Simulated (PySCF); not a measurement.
# [Tm(H2CO)]2+: other functionals and bases at one geometry

The task here is to estimate one member of a computed series from the others.

Method: several levels, as the steps say, no spin–orbit coupling; program: PySCF 2.14.0.

1 further run of the same task is left out (for a known fault of the program).

### Where the work starts

5 atoms, charge 2, spin multiplicity 1.

Bond lengths: Tm1–O2 2.274 Å, O2–C3 1.231 Å, C3–H4 1.108 Å, C3–H5 1.108 Å. Angles: Tm1–O2–C3 180.0°, O2–C3–H4 120.5°, O2–C3–H5 120.5°, H4–C3–H5 119.1°.

Coordinates:

```xyz
5
charge 2, multiplicity 1
Tm    0.0000    0.0000   -0.2420
O     0.0000    0.0000    2.0324
C     0.0000    0.0000    3.2630
H     0.9549    0.0000    3.8246
H    -0.9549    0.0000    3.8246
```

Formal oxidation states: Tm +2. Each metal's 13 4f electrons lie in its core potential, so multiplicities, spins and levels count the valence alone. An earlier session relaxed this geometry at PBE0, Tm lcecp-0-SVP with ECP59, O def2-SVP, C def2-SVP, H def2-SVP (singlet, point group C2v).

At PBE0 on the finer grid: E = -146.180713 Eh, frontier levels not given, since the 4f levels lie in the core, Mulliken charge on Tm1 +1.74 e, largest force component 0.004 eV/Å. 

Levels to run: BP86; TPSS; PBE0, TZVP. Hardware: 2 threads of Arm Neoverse V1, shared host.

The first run:

Contents of run.py (the lines that set the calculation):

```python
mol = gto.M(atom='''
Tm     0.00000     0.00000    -0.24203
O      0.00000     0.00000     2.03237
C      0.00000     0.00000     3.26295
H      0.95486     0.00000     3.82459
H     -0.95486     0.00000     3.82459''',
    basis={'Tm': 'lcecp-0-SVP', 'O': 'def2-SVP', 'C': 'def2-SVP', 'H': 'def2-SVP'},
    ecp={'Tm': 'lcecp-0-SVP'},
    charge=2, spin=0)
mf = dft.RKS(mol, xc='B88,P86')
mf.grids.atom_grid = (75, 302)  # f atoms: unpruned, at least (60, 302)
mf = mf.density_fit()  # fitting sets: Tm AutoAux, O def2-universal-JKFIT, C def2-universal-JKFIT, H def2-universal-JKFIT
mf.conv_tol = 1e-08; mf.max_cycle = 55
mf.kernel(dm0)  # dm0: the density of the relaxed state
```

Command:

```sh
$ OMP_NUM_THREADS=2 python run.py
```

Steps of the session up to this table: BP86; TPSS; PBE0, TZVP.

One of the session's tables, all rows but one given; the rest of the session is left out.

```
              level  charge on Tm1 (e)  dipole (D)  largest force component (eV/Å)
PBE0 (relaxed here)               1.74        2.52                            0.00
               BP86               1.70        2.57                            1.03
               TPSS                  ?           ?                               ?
         PBE0, TZVP               1.83        2.62                            0.28
```

Estimate the missing values for TPSS.

The run gave: charge on Tm1 (e): 1.71; dipole (D): 2.56; largest force component (eV/Å): 0.93. In the column «charge on Tm1 (e)» it lies between BP86 (1.70) and PBE0 (relaxed here) (1.74).

The dipole of a charged species depends on the origin, so these sizes hold for this origin alone.

The largest leftover force, 1.03 eV/Å with BP86, stands at a geometry relaxed at another level. With 4f in the core, its levels are missing from HOMO and gap, and its count is fixed, so no charge can pass from the ligands into it. Total energies of different levels can't be compared.
